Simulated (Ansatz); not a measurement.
**Cl on Pt (111)**

Aim: for Pt, find where and how strongly Cl adsorbs.

Method: DFT PBE+D3(BJ), scalar-relativistic, plane waves, PAW, in Ansatz 0.2.0.

2 further runs of the same task are left out: 2 set aside as unsound or not needed.

## (1) The structure to begin with

Symmetry: P3m1, No. 156, trigonal system. The conventional cell has a = 2.778 Å, b = 2.778 Å, c = 23.805 Å, α = 90.00°, β = 90.00°, γ = 120.00°. Around Pt (site symmetry 3m) lie 9 Pt at 2.78 Å. Pt (site symmetry 3m) has 12 Pt at 2.77 to 2.78 Å as nearest neighbours. Pt (site symmetry 3m) is surrounded by 12 Pt at 2.77 to 2.80 Å. Around Pt (site symmetry 3m) lie 9 Pt at 2.78 to 2.80 Å.

Coordinates:

```
Pt
1.0
     5.55589    0.00000    0.00000
    -1.38897    2.40577    0.00000
     0.00000    0.00000   23.80455
Pt
8
Direct
  0.33333 0.33333 0.35707
  0.83333 0.33333 0.35707
  0.66667 0.66667 0.45236
  0.16667 0.66667 0.45236
  0.00000 0.00000 0.54700
  0.50000 0.00000 0.54700
  0.33333 0.33333 0.64337
  0.83333 0.33333 0.64337
```

Planes are indexed in the bulk's conventional cell (Fm-3m (No. 225)), a = 3.929 Å, b = 3.929 Å, c = 3.929 Å, α = 90.00°, β = 90.00°, γ = 90.00°.

It is a (111) slab, 6.8 Å thick as cut, with 17 Å of vacuum, in a 2×1 surface cell; its outer planes are Pt (top) and Pt (bottom). An earlier relaxation, lower half held, gave -100186.3739 eV, work function 5.70 eV.

## (2) Start: Cl, top (Pt)

input.yaml reads:

```yaml
crystal:
  lattice:
    - [5.5558884593, 0.0, 0.0]
    - [-1.3889721148, 2.4057702732, 0.0]
    - [0.0, 0.0, 25.8045458966]
  atoms:
    - { symbol: Pt, position: [0.3333333333, 0.3333333333, 0.329399325] }
    - { symbol: Pt, position: [0.8333333333, 0.3333333333, 0.329399325] }
    - { symbol: Pt, position: [0.6666666667, 0.6666666667, 0.4172978671] }
    - { symbol: Pt, position: [0.1666666667, 0.6666666667, 0.4172978671] }
    - { symbol: Pt, position: [2.349e-07, 2.349e-07, 0.5046027527] }
    - { symbol: Pt, position: [0.5000002349, 2.349e-07, 0.5046027527] }
    - { symbol: Pt, position: [0.3333335717, 0.3333335717, 0.5935039175] }
    - { symbol: Pt, position: [0.8333335717, 0.3333335717, 0.5935039175] }
    - { symbol: Cl, position: [0.3333335717, 0.3333335717, 0.6857357285] }
basis:
  ecutwfc: 420
kpoints:
  mp_grid: { grid: [6, 12, 1] }
hamiltonian:
  xc: pbe
  dispersion: d3bj
scf:
  occupations: { method: gaussian, width: 0.1 }
output:
  forces: true
  eigenvalues: true
  write_density: true
  write_potential: true
  elf: true
  volumetric_format: npy
relax:
  adjacent_minimum: "off"
  f_tol: 0.03
  max_steps: 70
  constraints: [{ sites: [0, 1, 2, 3] }]
efield:
  axis: 3
  dipole_correction: true
```

Run with:

```sh
> ansatz run input.yaml --threads 2 --pin off --max-ram 5120MiB --backend cpu --events-out ev --progress --plain --runs-dir out
```

Further runs follow: Cl put at a hollow (nearest Pt) site; Cl put at a bridge (Pt-Pt) site.

Before running it: what results should come out? Wanted: Cl: lowest end.

As calculated:

```
      quantity                                                           value
Cl: lowest end  E_ads -2.46 eV, from the top (Pt) start, 1 bonded, 2.30 Å high
```

**Reading.** Cl binds with 2.46 eV at best, a strong chemical bond when counted from the free atom, not from the element's molecule or solid; the ends span 0.33 eV. It raises the work function by 0.19 eV, as a dipole layer with its negative end outwards does. The slab runs have no spin polarisation, while the free adsorbate has its spin; a moment that survived on the surface would lower E_ads. A start on a symmetric site keeps its symmetry, so an end may be a saddle point and not a minimum. The runs treat Pt without spin-orbit coupling. Spin polarisation is off in the runs that give these values; a magnetic solution could lie lower.
